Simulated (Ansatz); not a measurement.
# Li2MnO2: the cost of one run

Computed with Ansatz 0.2.0 (DFT PBEsol, scalar-relativistic, plane waves, PAW, unless a step's input says otherwise).

1 further run of the same task is left out (it didn't finish). Runs told in other sessions of the task aren't counted.

### Step 1. Starting point

Symmetry: Immm, No. 71, orthorhombic system. The conventional cell has a = 3.038 Å, b = 3.640 Å, c = 10.068 Å, α = 90.00°, β = 90.00°, γ = 90.00°. Around Li (site symmetry mm2) lie 4 O at 1.98 to 2.00 Å. Around Mn (site symmetry mmm) lie 4 O at 2.12 Å. O (site symmetry mm2) is surrounded by 4 Li at 1.98 to 2.00 Å and 2 Mn at 2.12 Å.

Structure file:

```cif
data_structure
_symmetry_space_group_name_H-M 'Immm'
_symmetry_Int_Tables_number 71
_cell_length_a 3.0376
_cell_length_b 3.6404
_cell_length_c 10.0684
_cell_angle_alpha 90.000
_cell_angle_beta 90.000
_cell_angle_gamma 90.000
_cell_volume 111.33
loop_
_atom_site_label
_atom_site_type_symbol
_atom_site_symmetry_multiplicity
_atom_site_Wyckoff_symbol
_atom_site_fract_x
_atom_site_fract_y
_atom_site_fract_z
_atom_site_occupancy
Li1 Li 4 i 0.50000 0.50000 0.27635 1
Mn1 Mn 2 c 0.50000 0.50000 0.00000 1
O1 O 4 j 0.50000 0.00000 0.35348 1
```

This is candidate A: structure listed in a database for this formula (Immm, No. 71).

(A quick probe on a coarse mesh, which set the mesh and smearing, is not shown.)

### Step 3. A loose first relaxation (candidate A)

Contents of input.yaml:

```yaml
crystal:
  lattice:
    - [2.370637821, -5.0341776499, 0.0]
    - [2.370637821, 5.0341776499, 0.0]
    - [-0.8490454698, 0.0, 4.6645001318]
  atoms:
    - { symbol: Li, position: [0.7236535, 0.2763465, 0.5] }
    - { symbol: Li, position: [0.2236495, 0.7763505, 0.0] }
    - { symbol: Li, position: [0.2763465, 0.7236535, 0.5] }
    - { symbol: Li, position: [0.7763505, 0.2236495, 0.0] }
    - { symbol: Mn, position: [0.5, 0.5, 0.0], spin: 3.91 }
    - { symbol: Mn, position: [0.0, 0.0, 0.5], spin: 3.91 }
    - { symbol: O, position: [0.396493, 0.103458, 0.749994] }
    - { symbol: O, position: [0.896542, 0.603507, 0.250006] }
    - { symbol: O, position: [0.603507, 0.896542, 0.250006] }
    - { symbol: O, position: [0.103458, 0.396493, 0.749994] }
basis:
  ecutwfc: 420
kpoints:
  mp_grid: { grid: [4, 4, 4] }
hamiltonian:
  xc: pbesol
scf:
  occupations: { method: gaussian, width: 0.1 }
  lower_state_search: "off"
output:
  forces: true
  stress: true
  eigenvalues: true
  populations: true
magnetization:
  spin_polarized: true
relax:
  adjacent_minimum: "off"
  f_tol: 0.04
  max_steps: 70
  cell: { stress_tol: 0.4 }
```

Run with:

```bash
$ ansatz run input.yaml --threads 1 --pin off --max-ram 2560MiB --backend cpu --events-out ev --progress --plain --runs-dir out
```

**Question.** How long does this run take on 1 thread of Oxide Virtual Turin-like (Zen 5), shared host, and how much memory does it need?

About 2.2 min, with a peak of 0.57 GiB.
